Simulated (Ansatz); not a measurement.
# CH5NSiZn: rigid scan of one bond length in Python

How does the energy of CH5NSiZn change as one bond is stretched? A script is to give a rigid scan of one bond length; the system is CH5NSiZn.

Computed with the Python package of Ansatz 0.2.0. Level of theory: PBE0/def2-SVP.

### Step 1. Starting point

Bond lengths: N1–C2 1.221 Å, C2–Zn3 2.023 Å, Zn3–Si4 2.301 Å, N1–H5 1.045 Å, C2–H6 1.098 Å, Si4–H7 1.459 Å, Si4–H8 1.469 Å, Si4–H9 1.542 Å. Angles: N1–C2–Zn3 133.0°, N1–C2–H6 120.9°, Zn3–C2–H6 106.1°, C2–N1–H5 125.0°, C2–Zn3–Si4 98.9°, Zn3–Si4–H7 70.4°, Zn3–Si4–H8 141.1°, Zn3–Si4–H9 110.1°, H7–Si4–H8 108.9°, H7–Si4–H9 109.2°, H8–Si4–H9 106.6°.

The script holds or builds the structure itself.

### Step 2. The code

scan_ch5nsizn.py reads:

```python
import ansatz as az
import numpy as np

BASIS_SET = 'def2-SVP'
FUNCTIONAL = 'PBE0'

GEOMETRY = '''
N    -0.45310    1.85070   -0.83760
C     0.53770    1.55880   -0.18680
Zn    1.61250   -0.14490   -0.00150
Si   -0.07780   -1.56370    0.65030
H    -0.96480    1.19980   -1.47450
H     1.03120    2.30180    0.45380
H     0.02130   -1.55610   -0.80530
H    -0.30210   -2.94170    1.10560
H    -1.31640   -0.75090    1.07880
'''

geometry = az.Crystal.molecule()
for line in GEOMETRY.strip().splitlines():
    symbol, *xyz = line.split()
    geometry = geometry.atom(symbol, [float(v) for v in xyz])

symbols = [site.symbol for site in geometry.cartesian_sites]
start = np.array([site.position_ang for site in geometry.cartesian_sites])
axis = (start[8] - start[3]) / np.linalg.norm(start[8] - start[3])
moving = [8]
lengths, energies = [1.357, 1.419, 1.481, 1.542, 1.604, 1.666, 1.727, 1.82], []
for length in lengths:
    xyz = start.copy()
    xyz[moving] += (length - np.linalg.norm(start[8] - start[3])) * axis
    point = az.Crystal.molecule()
    for symbol, place in zip(symbols, xyz):
        point = point.atom(symbol, place.tolist())
    base = (
        point.calculation()
        .basis(gaussian=BASIS_SET)
        .functional(FUNCTIONAL)
    )
    data = base.run(threads=1).report
    energies.append(data['free_energy_ev'])
    print(f'r = {length:6.3f} A  E = {energies[-1]:.5f} eV  <S^2> = {abs(data["mean_field"]["state"]["spin_squared"]):.3f}')

fit = np.polynomial.Polynomial.fit(lengths, np.array(energies) - min(energies), 4).convert()
roots = [r.real for r in fit.deriv().roots() if abs(r.imag) < 1e-9 and fit.deriv(2)(r.real) > 0]
r_e = min(roots, key=lambda r: abs(r - lengths[int(np.argmin(energies))]))
print(f'minimum of the fit at {r_e:.4f} A, force constant {fit.deriv(2)(r_e):.2f} eV/A^2')
```

### Step 3. The input behind the calls

The package turns the script's settings into the engine's input (first run):

```yaml
crystal:
  periodic: [false, false, false]
  atoms:
    - { symbol: "N", position_ang: [-0.4531, 1.8507, -0.8376] }
    - { symbol: C, position_ang: [0.5377, 1.5588, -0.1868] }
    - { symbol: Zn, position_ang: [1.6125, -0.1449, -0.0015] }
    - { symbol: Si, position_ang: [-0.0778, -1.5637, 0.6503] }
    - { symbol: H, position_ang: [-0.9648, 1.1998, -1.4745] }
    - { symbol: H, position_ang: [1.0312, 2.3018, 0.4538] }
    - { symbol: H, position_ang: [0.0213, -1.5561, -0.8053] }
    - { symbol: H, position_ang: [-0.3021, -2.9417, 1.1056] }
    - { symbol: H, position_ang: [-1.1676575794793909, -0.8485084606807292, 1.0273417994565792] }
basis:
  gaussian:
    orbitals: def2-SVP
hamiltonian:
  xc: pbe0
```

### Step 4. The run

Command:

```bash
> python scan_ch5nsizn.py
```

Q: Predict the main results. Wanted: range of energy; lowest point, distance.

The runs gave:

```
                        quantity     value
bond length at the fit's minimum  1.4955 Å
                   runs compared         8
                 range of energy  0.598 eV
      lowest point, distance (Å)      1.48
```

In words: The lowest point, at 1.48, lies inside the range. The ends stand 0.207 and 0.598 eV above it. The distance scanned is the script's pair 3, 8. What to keep in mind:
- The rest of the molecule is held rigid at a force-field or estimated start geometry, and the basis set is modest; single-reference methods fail as a bond breaks.
- The orbitals are restricted, so S² is zero by construction.
